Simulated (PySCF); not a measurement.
# Pb²⁺: excitation energy in aug-cc-pVQZ-DK3

Aim: the excitation energy of lead from differences of total energies, at each level of theory, and how far each lands from the tabulated value where there is one.

Method: unrestricted determinants in a Gaussian basis, no spin-orbit coupling in the energies. Code: PySCF 2.14.0.

### Step 1. What is computed

| Quantity | Value |
| --- | --- |
| Element | lead (Z = 82) |
| Basis | aug-cc-pVQZ-DK3 |
| Hamiltonian | scalar relativity by spin-free X2C-1e |
| State 1 | Pb²⁺: [Xe] 4f14 5d9 6s2 7s1, high-spin 3D determinant (an excited configuration) |
| Needed too, but not shown | Pb²⁺ [Xe] 4f14 5d10 6s2 (1S) |
| Methods | M06, r2SCANh |

Outer shells as boxes (Hund's rule):

Pb2+ [Xe] 4f14 5d9 6s2 7s1
```
[Xe] core
4f [↑↓][↑↓][↑↓][↑↓][↑↓][↑↓][↑↓]
5d [↑↓][↑↓][↑↓][↑↓][↑ ]
6s [↑↓]
7s [↑ ]
```

The runs were made by one driver on top of PySCF. The scripts below sum up each run's settings (the driver also hands on starting orbitals that pick excited configurations, and frozen orbitals as a list rather than a count), and the logs come from the driver's own runs. The driver starts from symmetry-adapted Hartree-Fock orbitals, holds the occupation by maximum overlap and uses a logarithmic radial grid for functionals, so a plain start would take other cycles.

The driver's launch:

```bash
OMP_NUM_THREADS=1 python atomrun2.py TASK.json OUT
```

The integrals over 118 functions and the set-up took 42 s of CPU time.

### Step 2. Pb²⁺ [Xe] 4f14 5d9 6s2 7s1

Level: M06.

Input file input.py:

```python
from pyscf import gto, scf, dft, mp, cc
import basis_set_exchange as bse
mol = gto.M(atom="Pb 0 0 0", charge=2, spin=2, symmetry="D2h",
            basis=gto.basis.parse(bse.get_basis("aug-cc-pVQZ-DK3", elements=["Pb"], fmt="nwchem", header=False)),
            nucmod="G")
mf = dft.UKS(mol, xc="M06").sfx2c1e()
mf.irrep_nelec = {'Ag': (13, 11), 'B1g': (3, 3), 'B2g': (3, 3), 'B3g': (3, 3), 'Au': (1, 1), 'B1u': (6, 6), 'B2u': (6, 6), 'B3u': (6, 6)}
mf.kernel()
```

Log:

```text
damping factor = 0
level_shift factor = 0
DIIS = <class 'pyscf.scf.diis.CDIIS'>
diis_start_cycle = 1
diis_space = 10
diis_damp = 0
SCF conv_tol = 1e-09
SCF conv_tol_grad = None
number electrons alpha = 41  beta = 39
XC functionals = M06
    Y. Zhao and D. G. Truhlar.,  Theor. Chem. Acc. 120, 215 (2008)
    Y. Zhao and D. G. Truhlar.,  Theor. Chem. Acc. 120, 215 (2008)
cycle= 1 E= -20882.1927432277  delta_E= -0.00598  |g|= 0.0133  |ddm|= 5.09
cycle= 2 E= -20882.1928844397  delta_E= -0.000141  |g|= 0.00673  |ddm|= 1.13
cycle= 3 E= -20882.1929314533  delta_E= -4.7e-05  |g|= 0.00213  |ddm|= 0.353
cycle= 4 E= -20882.1929354295  delta_E= -3.98e-06  |g|= 0.000644  |ddm|= 0.0629
cycle= 5 E= -20882.1929353477  delta_E= 8.19e-08  |g|= 0.00111  |ddm|= 0.0245
cycle= 6 E= -20882.1929356454  delta_E= -2.98e-07  |g|= 0.000181  |ddm|= 0.00579
cycle= 7 E= -20882.192935646  delta_E= -6.18e-10  |g|= 0.000211  |ddm|= 0.00256
cycle= 8 E= -20882.1929356493  delta_E= -3.26e-09  |g|= 9.11e-05  |ddm|= 0.00128
cycle= 9 E= -20882.1929356501  delta_E= -8.04e-10  |g|= 2.76e-05  |ddm|= 0.000115
converged SCF energy = -20882.1929356501  <S^2> = 2.0004739  2S+1 = 3.0003159
```

It used 8 s of CPU time after the integrals (shared host).

The occupied shells:

```
shell  electrons  mean orbital energy (eV)  spread (eV)  rms radius (bohr)
 1s α          1                  -87953.5            0             0.0181
 1s β          1                  -87953.5            0             0.0181
 2s α          1                  -15808.1            0             0.0730
 2s β          1                  -15807.9            0             0.0730
 2p α          3                  -13631.9        0.218             0.0673
 2p β          3                  -13631.7        0.068             0.0673
 3s α          1                   -3839.6            0              0.186
 3s β          1                   -3839.5            0              0.186
 3p α          3                   -3208.2        0.410              0.189
 3p β          3                   -3208.1        0.337              0.189
 3d α          5                   -2532.4        0.448              0.173
 3d β          5                   -2532.2        0.330              0.173
 4s α          1                   -902.54            0              0.408
 4s β          1                   -902.41            0              0.408
 4p α          3                   -693.14        0.871              0.435
 4p β          3                   -693.03        0.798              0.435
 4d α          5                   -441.29        1.048              0.462
 4d β          5                   -441.12        0.714              0.462
 5s α          1                   -176.93            0              0.908
 5s β          1                   -175.75            0              0.908
 4f α          7                   -167.08        0.972              0.494
 4f β          7                   -166.91        0.814              0.494
 5p α          3                   -118.41        1.669               1.03
 5p β          3                   -116.99        0.128               1.03
 5d α          5                   -49.436        1.815               1.34
 5d β          4                   -48.508        1.350               1.34
 6s α          1                   -33.703            0               2.20
 6s β          1                   -33.601            0               2.20
 7s α          1                   -12.252            0               4.99
```

⟨S²⟩ = 2.000, ⟨L²⟩ = 6.01.

Spin-orbit coupling, absent here, splits the open shell strongly.

Level: r2SCANh.

Changes to input.py:

```diff
@@ -5,3 +5,3 @@
             nucmod="G")
-mf = dft.UKS(mol, xc="M06").sfx2c1e()
+mf = dft.UKS(mol, xc="HYB_MGGA_XC_R2SCANH").sfx2c1e()
 mf.irrep_nelec = {'Ag': (13, 11), 'B1g': (3, 3), 'B2g': (3, 3), 'B3g': (3, 3), 'Au': (1, 1), 'B1u': (6, 6), 'B2u': (6, 6), 'B3u': (6, 6)}
```

Log:

```text
damping factor = 0
level_shift factor = 0
DIIS = <class 'pyscf.scf.diis.CDIIS'>
diis_start_cycle = 1
diis_space = 10
diis_damp = 0
SCF conv_tol = 1e-09
SCF conv_tol_grad = None
number electrons alpha = 41  beta = 39
XC functionals = HYB_MGGA_XC_R2SCANH
    M. Bursch, H. Neugebauer, S. Ehlert, and S. Grimme.,  J. Chem. Phys. 156, 134105 (2022)
cycle= 1 E= -20881.8307890956  delta_E= -0.0091  |g|= 0.0177  |ddm|= 3.16
cycle= 2 E= -20881.8309020945  delta_E= -0.000113  |g|= 0.00725  |ddm|= 0.437
cycle= 3 E= -20881.830943357  delta_E= -4.13e-05  |g|= 0.0023  |ddm|= 0.142
cycle= 4 E= -20881.8309813638  delta_E= -3.8e-05  |g|= 0.00176  |ddm|= 0.0695
cycle= 5 E= -20881.8310331409  delta_E= -5.18e-05  |g|= 0.00162  |ddm|= 0.0921
cycle= 6 E= -20881.831125553  delta_E= -9.24e-05  |g|= 0.0033  |ddm|= 0.394
cycle= 7 E= -20881.8311222624  delta_E= 3.29e-06  |g|= 0.000831  |ddm|= 0.24
cycle= 8 E= -20881.8311337355  delta_E= -1.15e-05  |g|= 0.00173  |ddm|= 0.146
cycle= 9 E= -20881.8311370887  delta_E= -3.35e-06  |g|= 0.00112  |ddm|= 0.0351
cycle= 10 E= -20881.8311410854  delta_E= -4e-06  |g|= 6.55e-05  |ddm|= 0.0666
cycle= 11 E= -20881.831141056  delta_E= 2.94e-08  |g|= 0.000101  |ddm|= 0.00604
cycle= 12 E= -20881.8311410936  delta_E= -3.76e-08  |g|= 1.46e-05  |ddm|= 0.0074
cycle= 13 E= -20881.831141094  delta_E= -3.67e-10  |g|= 7.63e-06  |ddm|= 0.000326
converged SCF energy = -20881.831141094  <S^2> = 2.0007595  2S+1 = 3.0005063
```

It used 11 s of CPU time after the integrals (shared host).

Radial density 4πr²ρ of Pb²⁺ at r2SCANh, without picture-change correction:

```
r (bohr)   density  spin density
0.000336      5.27         0.000
0.000565      10.5         0.000
0.000950      20.2         0.001
 0.00160      36.9         0.001
 0.00269      62.7         0.002
 0.00452      94.5         0.002
 0.00760       118         0.002
  0.0128       113         0.001
  0.0215       101         0.001
  0.0362       138         0.014
  0.0609       146         0.062
   0.102       126         0.125
   0.172       127         0.006
   0.290      87.8         0.239
   0.487      66.3         0.023
   0.820      25.6         0.738
    1.38      10.9         0.861
    2.32      1.85         0.076
    3.90     0.356         0.286
    6.56    0.0977         0.098
    11.0  0.000502         0.001
```

### Step 3. The energy differences

Excitation energy: Pb²⁺ [Xe] 4f14 5d10 6s2 (1S) → Pb²⁺ [Xe] 4f14 5d9 6s2 7s1 (3D).

| method | value (eV) |
| --- | --- |
| UHF | 30.929 |
| M06 | 31.428 |
| r2SCANh | 31.583 |

The differences also use runs on Pb²⁺ [Xe] 4f14 5d10 6s2 (1S), which are not shown here. The runs at UHF are not shown; their differences are listed all the same.

### Step 4. What came out

| quantity | value |
| --- | --- |
| excitation energy, Pb²⁺ → [Xe] 4f14 5d9 6s2 7s1 | UHF 30.929, r2SCANh 31.583 eV |

The methods span 0.655 eV, from UHF (30.929) to r2SCANh (31.583). No reference value is at hand in this session. All values hold for this basis alone; no basis-set limit was taken.
